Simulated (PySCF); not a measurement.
# La(NH2)3: other functionals and bases at one geometry

How far do other levels of theory move the description of La(NH2)3, and what does each cost? The species was built from a template and needn't be a known compound.

Program: PySCF 2.14.0. Level of theory: several levels, as the steps say, no spin–orbit coupling. These are calculated values, not measurements.

1 further run of the same task is left out (for a known fault of the program).

## (1) The system as given

10 atoms, charge 0, spin multiplicity 1.

Bond lengths: La1–N2 2.305 Å, La1–H3 2.987 Å, La1–N5 2.296 Å, La1–H6 3.000 Å, La1–N8 2.296 Å, La1–H9 3.000 Å, N2–H3 1.022 Å, N2–H4 1.021 Å, N5–H6 1.022 Å, N5–H7 1.021 Å, N8–H9 1.022 Å, N8–H10 1.021 Å. Angles: N2–La1–H3 16.7°, N2–La1–N5 114.3°, N2–La1–H6 98.4°, N2–La1–N8 114.3°, N2–La1–H9 98.4°, H3–La1–N5 106.9°, H3–La1–H6 92.4°, H3–La1–N8 106.9°, H3–La1–H9 92.4°, N5–La1–H6 16.2°, N5–La1–N8 113.4°, N5–La1–H9 126.2°, H6–La1–N8 126.2°, H6–La1–H9 136.2°, N8–La1–H9 16.2°, La1–N2–H3 123.0°, La1–N2–H4 132.0°, H3–N2–H4 105.1° and more.

Coordinates:

```tsv
atom	x (Å)	y (Å)	z (Å)
La1	0.04289	0.00014	-0.64860
N2	2.23013	-0.00002	0.07741
H3	2.48810	-0.00023	1.06671
H4	3.11704	0.00008	-0.42816
N5	-1.11673	1.91870	-0.15462
H6	-0.69720	2.78399	0.19068
H7	-2.12512	2.05711	-0.06833
N8	-1.11674	-1.91863	-0.15542
H9	-0.69722	-2.78407	0.18951
H10	-2.12513	-2.05707	-0.06919
```

Formal oxidation states: La +3. The 4f shell is empty and lies in the core potential. An earlier session relaxed this geometry at PBE0, La lcecp-1-SVP with ECP46, N def2-SVP, H def2-SVP (singlet, point group Cs).

At PBE0 on the finer grid: E = -199.201850 Eh, HOMO -5.70 eV, LUMO -1.21 eV, Mulliken charge on La1 +0.99 e, largest force component 0.023 eV/Å. The large-core potential holds the 4f shell empty.

Levels to run: HF; TPSSh; PBE0, TZVP. Hardware: 2 threads of Arm Neoverse V1, shared host.

## (2) HF

File run.py (the lines that set the calculation):

```python
mol = gto.M(atom='''
La     0.04289     0.00014    -0.64860
N      2.23013    -0.00002     0.07741
H      2.48810    -0.00023     1.06671
H      3.11704     0.00008    -0.42816
N     -1.11673     1.91870    -0.15462
H     -0.69720     2.78399     0.19068
H     -2.12512     2.05711    -0.06833
N     -1.11674    -1.91863    -0.15542
H     -0.69722    -2.78407     0.18951
H     -2.12513    -2.05707    -0.06919''',
    basis={'La': 'lcecp-1-SVP', 'N': 'def2-SVP', 'H': 'def2-SVP'},
    ecp={'La': 'lcecp-1-SVP'},
    charge=0, spin=0)
mf = scf.RHF(mol)
mf = mf.density_fit()  # fitting sets: La AutoAux, N def2-universal-JKFIT, H def2-universal-JKFIT
mf.conv_tol = 1e-08; mf.max_cycle = 55
mf.kernel(dm0)  # dm0: the density of the relaxed state
```

Command:

```console
OMP_NUM_THREADS=2 python run.py
```

## (3) TPSSh

run.py (the lines that set the calculation): that of step 2 with these lines changed.

```diff
@@ -14,3 +14,4 @@
     charge=0, spin=0)
-mf = scf.RHF(mol)
+mf = dft.RKS(mol, xc='TPSSH')
+mf.grids.atom_grid = (75, 302)  # f atoms: unpruned, at least (60, 302)
 mf = mf.density_fit()  # fitting sets: La AutoAux, N def2-universal-JKFIT, H def2-universal-JKFIT
```

## (4) PBE0, TZVP

Basis: La lcecp-1-TZVP with ECP46, N def2-TZVP, H def2-TZVP. 

run.py (the lines that set the calculation): that of step 3 with these lines changed.

```diff
@@ -11,6 +11,6 @@
 H     -2.12513    -2.05707    -0.06919''',
-    basis={'La': 'lcecp-1-SVP', 'N': 'def2-SVP', 'H': 'def2-SVP'},
-    ecp={'La': 'lcecp-1-SVP'},
+    basis={'La': 'lcecp-1-TZVP', 'N': 'def2-TZVP', 'H': 'def2-TZVP'},
+    ecp={'La': 'lcecp-1-TZVP'},
     charge=0, spin=0)
-mf = dft.RKS(mol, xc='TPSSH')
+mf = dft.RKS(mol, xc='PBE0')
 mf.grids.atom_grid = (75, 302)  # f atoms: unpruned, at least (60, 302)
@@ -18,2 +18,2 @@
 mf.conv_tol = 1e-08; mf.max_cycle = 55
-mf.kernel(dm0)  # dm0: the density of the relaxed state
+mf.kernel(dm0)  # dm0: free metal ions and neutral atoms
```

Q: Predict the outcome of this session. Wanted: for each run, HOMO; gap; charge on La1; dipole; largest force.

**Answer**, as computed:

| level | state | HOMO (eV) | gap (eV) | charge on La1 (e) | dipole (D) | largest force (eV/Å) | basis functions | time |
| --- | --- | --- | --- | --- | --- | --- | --- | --- |
| PBE0 (relaxed here) | singlet | -5.70 | 4.49 | 0.99 | 2.13 | 0.02 | 105 | 20 s |
| HF | singlet | -9.03 | 9.51 | 1.45 | 2.71 | 1.15 | 105 | 3.1 s |
| TPSSh | singlet | -4.93 | 3.53 | 0.97 | 2.11 | 0.18 | 105 | 13 s |
| PBE0, TZVP | singlet | -5.90 | 4.64 | 1.54 | 2.41 | 0.41 | 176 | 22 s |

Times are on 2 threads of Arm Neoverse V1, shared host; the first row also made further properties.

In one basis the HOMO–LUMO gap runs from 3.53 eV (TPSSh) to 9.51 eV (HF). The largest leftover force, 1.15 eV/Å with HF, stands at a geometry relaxed at another level. The Mulliken charge on La spans +0.97 to +1.54 e over the levels. With 4f in the core, its levels are missing from HOMO and gap. Total energies of different levels can't be compared. Spin–orbit coupling is left out throughout.
